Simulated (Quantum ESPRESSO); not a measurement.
# Ta in Quantum ESPRESSO: a series of runs

One sheet, Ta, is run at these levels: PBE; tasks: work function.

All numbers are computed with Quantum ESPRESSO 7.5; they aren't measurements. Logs are shortened: lines on timing, memory, paths and dates and some standing lists are left out, and cuts for length are marked.

## Step 1: The structure

The cell holds a sheet with vacuum, 2 atoms: a = 2.719 Å, b = 2.719 Å, c = 28.487 Å, α = 90.00°, β = 90.00°, γ = 90.00°.

The cell was built by a generator and needn't be a form met in nature.

## Step 2: Work function, PBE

File pw.in:

```
&CONTROL
  calculation = 'scf'
  prefix = 'pwscf'
  outdir = './tmp'
  pseudo_dir = './pseudo'
  tprnfor = .true.
  disk_io = 'low'
/
&SYSTEM
  ibrav = 0
  celldm(1) = 8
  nat = 2
  ntyp = 1
  ecutwfc = 29
  nbnd = 20
  occupations = 'smearing'
  smearing = 'fd'
  degauss = 0.00367493
/
&ELECTRONS
  conv_thr = 2d-09
  electron_maxstep = 150
  mixing_beta = 0.3
  mixing_mode = 'local-TF'
/
ATOMIC_SPECIES
Ta   180.9479 Ta.upf
CELL_PARAMETERS alat
  0.6422659422919  -0.0000000000000   0.0000000000000
 -0.0000000000000   0.6422659422919   0.0000000000000
  0.0000000000000   0.0000000000000   6.7289934763512
ATOMIC_POSITIONS crystal
Ta     1.0000000000    0.5000000000    0.3026400000
Ta     0.5000000000    0.0000000000    0.2239200000
K_POINTS automatic
10 10 1 0 0 0
```

File pp_density.in:

```
&INPUTPP
  prefix = 'pwscf'
  outdir = './tmp'
  filplot = 'density.dat'
  plot_num = 0
/
&PLOT
  nfile = 1
  filepp(1) = 'density.dat'
  iflag = 3
  output_format = 6
  fileout = 'density.cube'
/
```

File pp_potential.in:

```
&INPUTPP
  prefix = 'pwscf'
  outdir = './tmp'
  filplot = 'potential.dat'
  plot_num = 11
/
&PLOT
  nfile = 1
  filepp(1) = 'potential.dat'
  iflag = 3
  output_format = 6
  fileout = 'potential.cube'
/
```

File pp_elf.in:

```
&INPUTPP
  prefix = 'pwscf'
  outdir = './tmp'
  filplot = 'elf.dat'
  plot_num = 8
/
&PLOT
  nfile = 1
  filepp(1) = 'elf.dat'
  iflag = 3
  output_format = 6
  fileout = 'elf.cube'
/
```

Potentials or basis: PseudoDojo 0.4.1 SR PBE standard.

On the command line:

```sh
$ OMP_NUM_THREADS=1 mpirun -n 2 pw.x -nk 2 -in pw.in > pw.out
$ OMP_NUM_THREADS=1 mpirun -n 1 pp.x -in pp_density.in > pp_density.out
$ OMP_NUM_THREADS=1 mpirun -n 1 pp.x -in pp_potential.in > pp_potential.out
$ OMP_NUM_THREADS=1 mpirun -n 1 pp.x -in pp_elf.in > pp_elf.out
```

pw.out:

```text
This program is part of the open-source Quantum ESPRESSO suite
     for quantum simulation of materials; please cite
         "P. Giannozzi et al., J. Phys.:Condens. Matter 21 395502 (2009);
         "P. Giannozzi et al., J. Phys.:Condens. Matter 29 465901 (2017);
         "P. Giannozzi et al., J. Chem. Phys. 152 154105 (2020);
     in publications or presentations arising from this work. More details at

     Message from routine setup:
     using ibrav=0 with symmetry is DISCOURAGED, use correct ibrav instead

     K-points division:     npool     =       2
     Subspace diagonalization in iterative solution of the eigenvalue problem:
     a serial algorithm will be used

     G-vector sticks info
     --------------------
     sticks:   dense  smooth     PW     G-vecs:    dense   smooth      PW
     Sum         241     241     89                30049    30049    5843

     Using Slab Decomposition

     bravais-lattice index     =            0
     lattice parameter (alat)  =       8.0000  a.u.
     unit-cell volume          =    1421.1825 (a.u.)^3
     number of atoms/cell      =            2
     number of atomic types    =            1
     number of electrons       =        26.00
     number of Kohn-Sham states=           20
     kinetic-energy cutoff     =      29.0000  Ry
     charge density cutoff     =     116.0000  Ry
     scf convergence threshold =      2.0E-09
     mixing beta               =       0.3000
     number of iterations used =            8  local-TF  mixing
     Exchange-correlation= PBE
                           (   1   4   3   4   0   0   0)

     celldm(1)=   8.000000  celldm(2)=   0.000000  celldm(3)=   0.000000
     celldm(4)=   0.000000  celldm(5)=   0.000000  celldm(6)=   0.000000

     crystal axes: (cart. coord. in units of alat)
               a(1) = (   0.642266  -0.000000   0.000000 )
               a(2) = (  -0.000000   0.642266   0.000000 )
               a(3) = (   0.000000   0.000000   6.728993 )

     reciprocal axes: (cart. coord. in units 2 pi/alat)
               b(1) = (  1.556987  0.000000 -0.000000 )
               b(2) = (  0.000000  1.556987 -0.000000 )
               b(3) = ( -0.000000 -0.000000  0.148611 )

     PseudoPot. # 1 for Ta read from file:
     Ta.upf
     Pseudo is Norm-conserving + core correction, Zval = 13.0
     Generated using ONCVPSP code by D. R. Hamann
     Using radial grid of 1450 points,  8 beta functions with:
                l(1) =   0
                l(2) =   0
                l(3) =   1
                l(4) =   1
                l(5) =   2
                l(6) =   2
                l(7) =   3
                l(8) =   3

     atomic species   valence    mass     pseudopotential
     Ta               13.00   180.94790     Ta( 1.00)

      8 Sym. Ops. (no inversion) found ( 4 have fractional translation)

   Cartesian axes

     site n.     atom                  positions (alat units)
         1        Ta     tau(   1) = (   0.6422659   0.3211330   2.0364626  )
         2        Ta     tau(   2) = (   0.3211330   0.0000000   1.5067562  )

     number of k points=    21  Fermi-Dirac smearing, width (Ry)=  0.0037
                       cart. coord. in units 2pi/alat
        k(    1) = (   0.0000000   0.0000000   0.0000000), wk =   0.0200000
        k(    2) = (   0.0000000   0.1556987   0.0000000), wk =   0.0800000
        k(    3) = (   0.0000000   0.3113975   0.0000000), wk =   0.0800000
        k(    4) = (   0.0000000   0.4670962   0.0000000), wk =   0.0800000
        k(    5) = (   0.0000000   0.6227950   0.0000000), wk =   0.0800000
        k(    6) = (   0.0000000  -0.7784937   0.0000000), wk =   0.0400000
[... 13 lines left out ...]
        k(   20) = (   0.6227950  -0.7784937   0.0000000), wk =   0.0800000
        k(   21) = (  -0.7784937  -0.7784937   0.0000000), wk =   0.0200000

     Dense  grid:    30049 G-vectors     FFT dimensions: (  18,  18, 192)

     Initial potential from superposition of free atoms

     starting charge      25.9982, renormalised to      26.0000

     negative rho (up, down):  1.260E-03 0.000E+00
     Starting wfcs are   20 randomized atomic wfcs

     Self-consistent Calculation

     iteration #  1     ecut=    29.00 Ry     beta= 0.30
     Davidson diagonalization with overlap
     ethr =  1.00E-02,  avg # of iterations =  4.0

     negative rho (up, down):  2.371E-04 0.000E+00
[... 136 lines left out ...]
     iteration # 18     ecut=    29.00 Ry     beta= 0.30
     Davidson diagonalization with overlap
     ethr =  2.91E-11,  avg # of iterations =  3.5

     End of self-consistent calculation

          k = 0.0000 0.0000 0.0000 (  3777 PWs)   bands (ev):

   -68.2068 -68.1612 -35.2386 -34.6119 -34.2372 -34.2372 -34.0743 -34.0743
    -7.5759  -5.6296  -3.7729  -2.4332  -1.4676  -0.5914   0.3841   1.8484
     1.8484   3.7738   3.8582   4.2324
[... 21 lines left out ...]
   -68.1150 -68.0857 -35.3741 -35.3651 -34.7929 -34.6278 -34.0806 -34.0310
    -4.6956  -4.0814  -2.2135  -1.8002  -0.6674  -0.0174   1.6387   1.7257
     2.1567   2.8134   3.9589   4.7464

          k = 0.0000-0.7785 0.0000 (  3752 PWs)   bands (ev):

   -68.0926 -68.0926 -35.4702 -35.4702 -34.7061 -34.7061 -34.0452 -34.0452
    -4.3096  -4.3096  -1.9304  -1.9304  -0.2352  -0.2351   1.4689   1.4689
     2.8976   2.8976   4.3615   4.3615

          k = 0.1557 0.1557 0.0000 (  3781 PWs)   bands (ev):
[... 19 lines left out ...]
   -68.1058 -68.0715 -35.3526 -35.3449 -34.7830 -34.6274 -34.1962 -34.1522
    -4.4075  -3.7300  -2.0243  -1.6795  -0.8327  -0.5277   1.3165   1.6270
     2.1928   2.5294   4.3724   4.8785

          k = 0.1557-0.7785 0.0000 (  3744 PWs)   bands (ev):

   -68.0816 -68.0815 -35.4495 -35.4494 -34.6995 -34.6995 -34.1641 -34.1641
    -4.0217  -4.0217  -1.5753  -1.5752  -0.9909  -0.9909   1.8419   1.8419
     2.2427   2.2427   5.0550   5.0551

          k = 0.3114 0.3114 0.0000 (  3786 PWs)   bands (ev):
[... 13 lines left out ...]
   -68.0746 -68.0470 -35.2984 -35.2927 -34.7574 -34.6417 -34.4780 -34.4551
    -3.9054  -3.0501  -2.3050  -2.1225  -0.2604  -0.1531   0.3589   1.7324
     1.9092   2.6037   5.0960   5.1220

          k = 0.3114-0.7785 0.0000 (  3718 PWs)   bands (ev):

   -68.0517 -68.0517 -35.3961 -35.3961 -34.6833 -34.6833 -34.4636 -34.4636
    -3.5223  -3.5223  -2.2474  -2.2474  -0.3380  -0.3380   1.2981   1.2981
     2.3562   2.3562   6.1669   6.1669

          k = 0.4671 0.4671 0.0000 (  3736 PWs)   bands (ev):
[... 7 lines left out ...]
   -68.0347 -68.0246 -35.2429 -35.2387 -34.8696 -34.8062 -34.7163 -34.5964
    -3.8893  -3.3899  -2.7294  -2.5613  -0.2265   1.1378   1.6969   2.0057
     2.2376   2.9499   5.1826   6.0048

          k = 0.4671-0.7785 0.0000 (  3710 PWs)   bands (ev):

   -68.0206 -68.0206 -35.3378 -35.3378 -34.8171 -34.8171 -34.6589 -34.6588
    -3.7506  -3.7506  -2.8572  -2.8572   0.6563   0.6563   1.9278   1.9278
     2.7508   2.7508   7.1099   7.1099

          k = 0.6228 0.6228 0.0000 (  3702 PWs)   bands (ev):

   -68.0056 -68.0014 -35.2729 -35.2645 -35.0474 -35.0008 -34.6837 -34.6169
    -4.2774  -4.1252  -2.9531  -2.7293   0.1021   1.1936   2.3326   2.9271
     3.7988   4.1019   5.7705   7.2779

          k = 0.6228-0.7785 0.0000 (  3708 PWs)   bands (ev):

   -67.9962 -67.9962 -35.3304 -35.3304 -35.0445 -35.0445 -34.6463 -34.6463
    -4.4278  -4.4278  -2.9508  -2.9508   0.7972   0.7972   2.6674   2.6674
     4.5116   4.5116   7.7505   7.7505

          k =-0.7785-0.7785 0.0000 (  3724 PWs)   bands (ev):

   -67.9927 -67.9927 -35.3654 -35.3654 -35.0920 -35.0920 -34.6428 -34.6428
    -4.6864  -4.6863  -3.0171  -3.0171   1.0394   1.0394   2.5171   2.5171
     5.7950   5.7950   8.1740   8.1740

     the Fermi energy is    -0.5158 ev

!    total energy              =    -260.05416335 Ry
     estimated scf accuracy    <          1.6E-09 Ry
     smearing contrib. (-TS)   =      -0.00101034 Ry
     internal energy E=F+TS    =    -260.05315300 Ry

     The total energy is F=E-TS. E is the sum of the following terms:
     one-electron contribution =   -2132.83991837 Ry
     hartree contribution      =    1060.33817090 Ry
     xc contribution           =     -59.03711889 Ry
     ewald contribution        =     871.48571336 Ry

     convergence has been achieved in  18 iterations

     Forces acting on atoms (cartesian axes, Ry/au):

     atom    1 type  1   force =     0.00000000    0.00000000   -0.00144182
     atom    2 type  1   force =     0.00000000    0.00000000    0.00144182

     Total force =     0.002039     Total SCF correction =     0.000144

=------------------------------------------------------------------------------=
   JOB DONE.
=------------------------------------------------------------------------------=
```

It took 23 s on 2 MPI ranks of Arm Neoverse V2, shared host; peak memory 0.18 GiB.

The run converged, but some of its settings lie outside the range that counts as converged, so its numbers aren't taken as properties of the sheet.

Results:

```yaml
Free_energy: -3538.2171 eV
Largest_force: 0.037 eV/Å
Band_gap_on_the_k_mesh: none (metal or under the smearing width)
Work_function_of_the_upper_face: 4.65 eV
Work_function_of_the_lower_face: 4.65 eV
```

Caveat: the cutoff lies well under what these potentials need, so the values aren't converged.

[end of part 1 of 4]
